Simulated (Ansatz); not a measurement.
# triplet C2H4FNOSi: levels of theory compared

Wanted: a comparison of 6 runs (UHF/3-21G, UHF/cc-pVDZ, UB3LYP/6-31G*, U-revPBE/cc-pVDZ, UB3LYP/cc-pVDZ, USVWN5/cc-pVDZ) of triplet C2H4FNOSi. 

The calculation is run with Ansatz 0.2.0.

88 further runs of the same task are left out: 88 set aside as unsound or not needed. Runs told in other sessions of the task aren't counted.

## (1) The structure to begin with

The species is C2H4FNOSi (10 atoms), meant as a triplet with charge 0. As SMILES of the parent species, `C[SiH](F)N=C=O`. The shape is that of a PBE0-D4/def2-TZVP optimisation. This is one conformer, not always the lowest. That shape belongs to the parent species and isn't relaxed for this state.

Bond lengths: C1–Si2 1.842 Å, Si2–F3 1.595 Å, Si2–N4 1.704 Å, N4–C5 1.195 Å, C5–O6 1.163 Å, C1–H7 1.092 Å, C1–H8 1.092 Å, C1–H9 1.093 Å, Si2–H10 1.478 Å. Some angles: C1–Si2–F3 109.5°, C1–Si2–N4 109.7°, F3–Si2–N4 107.8°, Si2–N4–C5 160.7°, N4–C5–O6 177.8°, C1–Si2–H10 113.8°, F3–Si2–H10 107.2°, N4–Si2–H10 108.6°, Si2–C1–H7 110.7°, Si2–C1–H8 110.7°.

## (2) The energy at UHF/3-21G (run 1)

job.yaml reads:

```yaml
crystal:
  periodic: [false, false, false]
  atoms:
    - {symbol: C, position_ang: [-1.318900, -0.731800, 0.573000]}
    - {symbol: Si, position_ang: [0.243800, -0.552500, -0.384700]}
    - {symbol: F, position_ang: [1.343500, -1.551500, 0.196800]}
    - {symbol: N, position_ang: [0.842100, 1.034600, -0.218600]}
    - {symbol: C, position_ang: [1.568200, 1.980200, -0.298100]}
    - {symbol: O, position_ang: [2.243900, 2.924800, -0.355000]}
    - {symbol: H, position_ang: [-1.152000, -0.507500, 1.629000]}
    - {symbol: H, position_ang: [-1.705900, -1.750300, 0.493100]}
    - {symbol: H, position_ang: [-2.079000, -0.045100, 0.192700]}
    - {symbol: H, position_ang: [0.097700, -0.852100, -1.825100]}
basis:
  gaussian:
    orbitals: 3-21G.json
magnetization:
  spin_polarized: true
  initial_magnetization: 2
hamiltonian:
  xc: hf
accuracy: high
output: {orbitals: {seedname: orbitals}}
```

The basis set 3-21G is read from a file made from the Basis Set Exchange's data (not shown).

On the command line:

```sh
ansatz run job.yaml --threads 1 --pin off --max-ram 2610MiB --events-out events.jsonl --progress --plain --runs-dir runs
```

Standard output:

```text
Warning: RAYON_NUM_THREADS=1 ignored (pool sized by the plan → 1); use --threads N
Functional definition: HF
  name "HF"
  exchange = exact_x
  correlation = 0
1526 factors; integrals over basis functions are off by at most 2.6e-8 eV
mean field evaluation 1: about -16114.7259 eV, gradient 2.7e1 eV
mean field evaluation 2: about -16114.7365 eV, gradient 2.7e1 eV
mean field evaluation 4: about -16119.2319 eV, gradient 5.2e0 eV
mean field evaluation 8: about -16120.4970 eV, gradient 7.1e-1 eV
mean field evaluation 16: about -16120.5268 eV, gradient 1.5e-1 eV
mean field evaluation 32: about -16119.3571 eV, gradient 1.0e1 eV
mean field evaluation 64: about -16120.6054 eV, gradient 2.7e0 eV
mean field evaluation 96: about -16118.5261 eV, gradient 1.2e1 eV
mean field evaluation 128: about -16120.2837 eV, gradient 6.5e-1 eV
mean field evaluation 160: about -16117.0440 eV, gradient 3.8e0 eV
mean field evaluation 192: about -16120.7097 eV, gradient 1.9e-1 eV
mean field evaluation 224: about -16120.7224 eV, gradient 5.4e-2 eV
mean field evaluation 256: about -16104.0580 eV, gradient 1.5e1 eV
mean field -16120.73611396 eV, -592.4261251607 hartree, gradient 5.7e-8 eV, S^2 2.018586; 3 other end points of the search recorded, 0 dependent functions left out
reference -16120.73611396 eV, -592.4261251607 hartree; 28, 26 occupied and 38, 40 virtual orbitals, 1526 factors
Total energy: -16120.73611396 eV, -592.4261251607 hartree
```

Run time: 10 s. Hardware: 1 thread of Arm Neoverse V2, shared host; peak memory 0.22 GiB.

## (3) A single-point energy at UHF/cc-pVDZ (run 2)

input.yaml reads:

```yaml
crystal:
  periodic: [false, false, false]
  atoms:
    - {symbol: C, position_ang: [-1.318900, -0.731800, 0.573000]}
    - {symbol: Si, position_ang: [0.243800, -0.552500, -0.384700]}
    - {symbol: F, position_ang: [1.343500, -1.551500, 0.196800]}
    - {symbol: N, position_ang: [0.842100, 1.034600, -0.218600]}
    - {symbol: C, position_ang: [1.568200, 1.980200, -0.298100]}
    - {symbol: O, position_ang: [2.243900, 2.924800, -0.355000]}
    - {symbol: H, position_ang: [-1.152000, -0.507500, 1.629000]}
    - {symbol: H, position_ang: [-1.705900, -1.750300, 0.493100]}
    - {symbol: H, position_ang: [-2.079000, -0.045100, 0.192700]}
    - {symbol: H, position_ang: [0.097700, -0.852100, -1.825100]}
basis:
  gaussian: {orbitals: cc-pVDZ}
magnetization: {spin_polarized: true, initial_magnetization: 2}
hamiltonian: {xc: hf}
accuracy: high
output: {orbitals: {seedname: orbitals}}
```

On the command line:

```sh
ansatz run input.yaml --threads 1 --pin off --max-ram 2610MiB --events-out events.jsonl --progress --plain --runs-dir runs
```

Standard output, shortened:

```text
Warning: RAYON_NUM_THREADS=1 ignored (pool sized by the plan → 1); use --threads N
[... 2 set-up lines as earlier in the session ...]
[...]
2440 factors; integrals over basis functions are off by at most 3.7e-9 eV
[...]
mean field -16208.38494979 eV, -595.6471604668 hartree, gradient 2.6e-8 eV, S^2 2.021770; 2 other end points of the search recorded, 0 dependent functions left out
reference -16208.38494979 eV, -595.6471604668 hartree; 28, 26 occupied and 80, 82 virtual orbitals, 2440 factors
Total energy: -16208.38494979 eV, -595.6471604668 hartree
```

Run time: 39 s. Hardware: 1 thread of Arm Neoverse V2, shared host; peak memory 0.57 GiB.

Runs 3 to 5 aren't shown in full; the table further down has their settings and results.

## (4) The energy at USVWN5/cc-pVDZ (run 6)

run.yaml reads:

```yaml
basis:
  gaussian: {orbitals: cc-pVDZ}
crystal:
  periodic: [false, false, false]
  atoms:
    - symbol: C
      position_ang: [-1.318900, -0.731800, 0.573000]
    - symbol: Si
      position_ang: [0.243800, -0.552500, -0.384700]
    - symbol: F
      position_ang: [1.343500, -1.551500, 0.196800]
    - symbol: N
      position_ang: [0.842100, 1.034600, -0.218600]
    - symbol: C
      position_ang: [1.568200, 1.980200, -0.298100]
    - symbol: O
      position_ang: [2.243900, 2.924800, -0.355000]
    - symbol: H
      position_ang: [-1.152000, -0.507500, 1.629000]
    - symbol: H
      position_ang: [-1.705900, -1.750300, 0.493100]
    - symbol: H
      position_ang: [-2.079000, -0.045100, 0.192700]
    - symbol: H
      position_ang: [0.097700, -0.852100, -1.825100]
total_charge: 0
magnetization: {spin_polarized: true, initial_magnetization: 2}
hamiltonian: {xc: {name: SVWN5}}
accuracy: high
output: {orbitals: {seedname: orbitals}}
```

On the command line:

```sh
ansatz run run.yaml --threads 1 --pin off --max-ram 2610MiB --events-out events.jsonl --progress --plain --runs-dir runs
```

Standard output:

```text
Warning: RAYON_NUM_THREADS=1 ignored (pool sized by the plan → 1); use --threads N
Functional definition: SVWN5
  name "SVWN5"
  exchange = slater_x
  correlation = vwn5_c
2440 factors; integrals over basis functions are off by at most 3.7e-9 eV
mean field evaluation 1: about -16157.8432 eV, gradient 5.6e1 eV
mean field evaluation 2: about -16103.3629 eV, gradient 1.1e2 eV
mean field evaluation 4: about -16166.2415 eV, gradient 3.0e1 eV
mean field evaluation 8: about -16172.2477 eV, gradient 1.9e0 eV
mean field evaluation 16: about -16172.2747 eV, gradient 3.6e-2 eV
mean field evaluation 32: about -16172.2747 eV, gradient 8.1e-8 eV
mean field evaluation 64: about -16170.9679 eV, gradient 3.1e0 eV
mean field evaluation 96: about -16172.1857 eV, gradient 3.9e-1 eV
mean field -16172.27467883 eV, -594.3201324854 hartree, gradient 8.1e-8 eV, S^2 2.001486; 8 other end points of the search recorded, 0 dependent functions left out
reference -16172.27468206 eV, -594.3201326042 hartree; 28, 26 occupied and 80, 82 virtual orbitals, 2440 factors
Total energy: -16172.27468206 eV, -594.3201326042 hartree
```

Wall time 23 s (1 thread of Arm Neoverse V2, shared host); peak memory 0.37 GiB.

## (5) The series

```tsv
run	level	Cartesian functions	energy (Eh)	HOMO energy (eV)	⟨S²⟩	wall time
1	UHF/3-21G	no	-592.426125	-5.07	2.019	10 s
2	UHF/cc-pVDZ	no	-595.647160	-5.10	2.022	39 s
3	UB3LYP/6-31G* (Cartesian functions)	yes	-597.801676	-1.81	2.005	47 s
4	U-revPBE/cc-pVDZ	no	-597.658321	-0.85	2.003	48 s
5	UB3LYP/cc-pVDZ	no	-597.824735	-1.82	2.005	42 s
6	USVWN5/cc-pVDZ	no	-594.320133	-0.90	2.001	23 s
```

## (6) Summary of results

| quantity | value |
| --- | --- |
| run 6: total energy | -594.32013 Eh |
| run 6: HOMO energy (highest over α and β) | -0.90 eV |
| run 6: ⟨S²⟩ | 2.001 |

**Reading.** Totals of different functionals can't be ranked against each other. All runs together took 3.5 min, the longest 48 s.
